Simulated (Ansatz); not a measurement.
# CH₃ClOZn: basis-set convergence

How large a basis does CH₃ClOZn need? Two functionals are run in growing sets.

The runs use Ansatz 0.2.0, Gaussian basis; one geometry, several basis sets.

Plan: PBE0-D4/def2-SVP; ωB97M-V/def2-SVP; PBE0-D4/def2-QZVPP; ωB97M-V/def2-QZVPP; the functionals' def2-TZVPP values are taken from earlier runs.

### 1 Structure used throughout

The geometry comes from an earlier relaxation with PBE0-D4 in a triple-zeta def2 set; it is a stationary point, not always the lowest conformer.

SMILES `[OH][Zn][CH2]Cl`, 7 atoms, charge 0, spin multiplicity 1.

Atoms are counted from 1 here; the program's logs count them from 0.

Bond lengths: O1–Zn2 1.773 Å, O1–H5 0.958 Å, Zn2–C3 1.932 Å, C3–Cl4 1.798 Å, C3–H6 1.089 Å, C3–H7 1.089 Å. Angles: Zn2–O1–H5 116.7°, O1–Zn2–C3 177.5°, Zn2–C3–Cl4 107.9°, Zn2–C3–H6 113.2°, Zn2–C3–H7 113.2°, Cl4–C3–H6 106.9°, Cl4–C3–H7 106.9°, H6–C3–H7 108.4°.

### 2 PBE0-D4 in def2-SVP

in.yaml reads:

```yaml
crystal:
  periodic: [false, false, false]
  atoms:
    - {symbol: O, position_ang: [-0.953177, 2.141247, -0.925310]}
    - {symbol: Zn, position_ang: [-0.184904, 0.699131, -0.237437]}
    - {symbol: C, position_ang: [0.724720, -0.827527, 0.521235]}
    - {symbol: Cl, position_ang: [-0.294550, -2.279722, 0.231017]}
    - {symbol: H, position_ang: [-1.849766, 2.039583, -1.247865]}
    - {symbol: H, position_ang: [1.691744, -1.022463, 0.060075]}
    - {symbol: H, position_ang: [0.865943, -0.750249, 1.598296]}
basis:
  gaussian: {orbitals: def2-SVP}
hamiltonian: {xc: pbe0, dispersion: d4}
output: {orbitals: {seedname: orbitals}}
```

Launch:

```bash
$ ansatz run in.yaml --threads 2 --pin off --events-out ev --progress --plain --max-ram 4352MiB
```

After this run come: ωB97M-V in def2-SVP; PBE0-D4 in def2-QZVPP; ωB97M-V in def2-QZVPP.

Before running them: what should the planned runs give, taken together? Wanted: PBE0-D4: double and triple zeta above quadruple; ωB97M-V: double and triple zeta above quadruple.

**Answer**, as computed:

| quantity | value |
| --- | --- |
| PBE0-D4: double and triple zeta above quadruple | 17.14, 1.78 eV |
| ωB97M-V: double and triple zeta above quadruple | 17.15, 1.72 eV |

PBE0-D4 gains 15.36 eV from double to triple zeta, then 1.78 eV more. Total energies overstate the basis error of differences, where much of it tends to cancel. The LUMO of ωB97M-V is positive and keeps falling with the basis (1.02 to 0.44 eV): an unbound level that the basis holds in place.
